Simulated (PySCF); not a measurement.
# C₃H₆OSi: electronic excitations and core binding energies

Wanted: the electronic excitations and core binding energies of C₃H₆OSi (`C=CC(=O)[SiH3]`), by calculation.

Programs: PySCF 2.14.0, with density-fitted response routines of our own. Each step states its level of theory. These are calculated values for one molecule in the gas phase, unless marked as measured. Atoms are numbered from 0 throughout.

### Step 1. The molecule as given

11 atoms, charge 0, multiplicity 1; geometry from: GFN2-xTB.

Bonds of the start (Å): C0–C1 1.33, C1–C2 1.47, C2–O3 1.22, C2–Si4 1.93, C0–H5 1.08, C0–H6 1.08, C1–H7 1.08, Si4–H8 1.46, Si4–H9 1.46, Si4–H10 1.46.

### Step 2. Excited states and response: PBE0/def2-SVPD

What the job is given:

```
{"job": {"kind": "uv", "xc": "PBE0", "basis": "def2-SVPD", "nstates": 8, "ntriplets": 3}, "charge": 0, "multiplicity": 1}
C     -1.592796     0.682357    -0.101315
C     -1.193976    -0.580474    -0.159866
C      0.219666    -0.998574    -0.117066
O      0.518363    -2.166915    -0.283711
Si     1.626913     0.276469     0.207487
H     -0.890708     1.495733    -0.013161
H     -2.635649     0.951360    -0.143498
H     -1.907799    -1.389712    -0.257873
H      1.334245     0.980115     1.458192
H      2.870946    -0.476852     0.289252
H      1.656220     1.229163    -0.904406
```

Level: TDDFT PBE0/def2-SVPD, vertical, gas phase, core orbitals frozen in the response.

Command:

```
OMP_NUM_THREADS=1 python probes_run.py task.json out
```

The driver reads the jobs from task.json and runs them one after another.

**Question.** This job is followed by: delta-SCF UKS SCAN, pcX-2 on the ionised atom, pcseg-1 elsewhere, spin-free X2C. Predict these results of the whole session: lowest singlet (PBE0/def2-SVPD); brightest single state of those computed; lowest triplet; surface potential, 1st and 99th percentile; C1s binding energies, SCAN/pcX-2; O1s binding energies, SCAN/pcX-2; Si1s binding energies, SCAN/pcX-2; Si2p binding energies, SCAN/pcX-2.

The runs gave:

| quantity | value |
| --- | --- |
| lowest singlet (PBE0/def2-SVPD) | 2.96 eV (419 nm), f = 0.001 |
| brightest single state of those computed | state 2, 5.98 eV, f = 0.220 |
| lowest triplet | 2.36 eV |
| surface potential, 1st and 99th percentile | -1.60 V and 1.27 V |
| C1s binding energies, SCAN/pcX-2 | C2 292.80, C0 291.10, C1 291.04 eV |
| O1s binding energies, SCAN/pcX-2 | O3 537.45 eV |
| Si1s binding energies, SCAN/pcX-2 | Si4 1846.55 eV |
| Si2p binding energies, SCAN/pcX-2 | Si4 107.10 eV |

**Reading.** The first singlet state (HOMO→LUMO 0.98) lies at 2.96 eV and is dark; of the 8 states computed, the strongest absorption comes from state 2 at 5.98 eV. The lowest triplet lies 0.60 eV below the lowest singlet (triplets in Tamm-Dancoff, singlets in full TDDFT). At PBE0/def2-SVPD, counted by nearest atom on the grid, the HOMO lies on O3 56 %; C2 14 %, the LUMO on C2 28 %; O3 24 %. The C1s levels kept as sound span 1.76 eV, from C1 (α carbon of a C=C–C=O unit) up to C2 (carbonyl carbon).
